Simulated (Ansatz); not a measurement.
A nudged elastic band was laid between two geometries of a periodic cell of 13 atoms, Sc12H (host Sc, host structure hcp, interstitial H).

Method: DFT LDA, scalar-relativistic, plane waves, PAW in Ansatz 0.2.0. Settings: cutoff 420 eV, k mesh 3x2x3, gaussian smearing 0.05 eV, no spin polarisation.

```json
{
 "movable images": "5",
 "climbing image": "yes",
 "spring": "5.0 eV/Å²",
 "optimiser": "quadratic models (default)",
 "start path": "straight line",
 "force threshold": "0.03 eV/Å",
 "iteration limit": "32",
 "end points": "relaxed"
}
```

Initial state:

```xyz
13
Lattice="6.6200 0.0000 0.0000 -4.9650 8.5996 0.0000 0.0000 0.0000 5.2761" Properties=species:S:1:pos:R:3
Sc 0.009 0.003 -0.075
Sc 0.009 1.940 2.658
Sc -1.644 2.857 0.018
Sc -1.658 4.762 2.662
Sc -3.297 5.748 0.023
Sc -3.291 7.640 2.659
Sc 3.321 -0.002 0.022
Sc 3.316 1.905 2.652
Sc 1.661 2.871 0.015
Sc 1.669 4.790 2.660
Sc 0.005 5.733 0.031
Sc -0.004 7.639 2.663
H 0.008 0.011 3.162
```

Final state:

Only the atoms that move by more than 0.05 Å are listed.
```
Sc1 -0.008 0.001 0.082
Sc11 -0.012 5.730 -0.024
H13 -0.012 0.009 2.121
```

What changes between the two ends?

The atom that moves furthest is H13, by 1.04 Å.

What energy profile does the band end with?

The forces met the threshold. The highest image is number 3 of 0 to 6, 0.117 eV above the ends, which have the same energy within 2 meV. By the program's own check the climbing image is of a kind that is not told: the force calls were inconclusive, a negative curvature could not be distinguished from the path's own, the only one lies far off the path, or fixed occupations may fill a level only in part (lowest curvatures found: -2.00 and 1.58 eV/Å²). Limits of this set-up: coarse k mesh, odd electron count without spin.

```
image  path coordinate (Å)  energy (eV)
    0                 0.00        0.000
    1                 0.17        0.030
    2                 0.34        0.089
    3                 0.51        0.117
    4                 0.69        0.089
    5                 0.86        0.030
    6                 1.03        0.000
```

What is the geometry of the highest image?


```xyz
13
Lattice="6.6200 0.0000 0.0000 -4.9650 8.5996 0.0000 0.0000 0.0000 5.2761" Properties=species:S:1:pos:R:3:forces:R:3
Sc 0.000 0.000 0.003 0.00 0.00 0.00
Sc 0.001 1.971 2.641 0.00 0.00 0.00
Sc -1.651 2.853 0.003 0.01 0.00 0.00
Sc -1.670 4.754 2.641 0.00 0.00 0.00
Sc -3.306 5.749 0.003 0.01 0.01 0.00
Sc -3.280 7.625 2.641 -0.01 -0.01 0.00
Sc 3.313 -0.004 0.003 0.00 -0.01 0.00
Sc 3.309 1.905 2.641 0.00 0.00 0.00
Sc 1.652 2.870 0.003 -0.01 0.00 0.00
Sc 1.663 4.794 2.641 0.00 0.00 0.00
Sc -0.005 5.730 0.003 -0.01 0.00 0.00
Sc -0.033 7.622 2.641 0.00 0.00 0.00
H -0.002 0.014 2.641 0.00 0.00 0.00
```

Time of the run: 11 min on 2 threads of Intel(R) Xeon(R) Processor @ 2.70GHz, with other jobs on the host, peak memory 1.4 GiB.
